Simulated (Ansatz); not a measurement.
# Na2CoHgF6: the cost of one run

Program: Ansatz 0.2.0. Level of theory: DFT PBEsol, scalar-relativistic, plane waves, PAW. These are calculated values, not measurements.

## 1. The structure to begin with

Symmetry: Fm-3m, No. 225, cubic system. The conventional cell has a = 8.528 Å, b = 8.528 Å, c = 8.528 Å, α = 90.00°, β = 90.00°, γ = 90.00°. Na (site symmetry -43m) has 12 F at 3.02 Å as nearest neighbours. Co (site symmetry m-3m) has 6 F at 1.91 Å as nearest neighbours. Hg (site symmetry m-3m) has 6 F at 2.36 Å as nearest neighbours. F (site symmetry 4mm) is surrounded by 1 Co at 1.91 Å and 1 Hg at 2.36 Å.

As a file:

```
Na Co Hg F
1.0
     0.00000    4.26384    4.26384
     4.26384    0.00000    4.26384
     4.26384    4.26384    0.00000
Na Co Hg F
2 1 1 6
Cartesian
  2.1319 2.1319 2.1319
  6.3958 6.3958 6.3958
  0.0000 0.0000 0.0000
  4.2638 4.2638 4.2638
  4.2638 4.2638 1.9053
  6.6224 4.2638 4.2638
  4.2638 4.2638 6.6224
  4.2638 1.9053 4.2638
  4.2638 6.6224 4.2638
  1.9053 4.2638 4.2638
```

The structure comes from the Materials Project (structure only).

(A quick probe on a coarse mesh, which set the mesh and smearing, is not shown.)

## 3. The listed cell as it stands

Contents of input.yaml:

```yaml
crystal:
  lattice:
    - [0.0, 4.2638373804, 4.2638373804]
    - [4.2638373804, 0.0, 4.2638373804]
    - [4.2638373804, 4.2638373804, 0.0]
  atoms:
    - { symbol: Na, position: [0.25, 0.25, 0.25] }
    - { symbol: Na, position: [0.75, 0.75, 0.75] }
    - { symbol: Co, position: [0.0, 0.0, 0.0], spin: 2.78 }
    - { symbol: Hg, position: [0.5, 0.5, 0.5] }
    - { symbol: F, position: [0.223424, 0.223424, 0.776576] }
    - { symbol: F, position: [0.223424, 0.776576, 0.776576] }
    - { symbol: F, position: [0.776576, 0.776576, 0.223424] }
    - { symbol: F, position: [0.223424, 0.776576, 0.223424] }
    - { symbol: F, position: [0.776576, 0.223424, 0.776576] }
    - { symbol: F, position: [0.776576, 0.223424, 0.223424] }
basis:
  ecutwfc: 420
kpoints:
  mp_grid: { grid: [8, 8, 8] }
hamiltonian:
  xc: pbesol
scf:
  occupations: { method: gaussian, width: 0.1 }
output:
  forces: true
  stress: true
  eigenvalues: true
  populations: true
magnetization:
  spin_polarized: true
```

Run with:

```sh
$ ansatz run input.yaml --threads 2 --pin off --max-ram 3584MiB --backend cpu --events-out ev --progress --plain --runs-dir out
```

**Question.** How long does this run take on 2 threads of AMD EPYC (Zen 3), shared host, and how much memory does it need?

About 3.1 min, with a peak of 1.5 GiB.
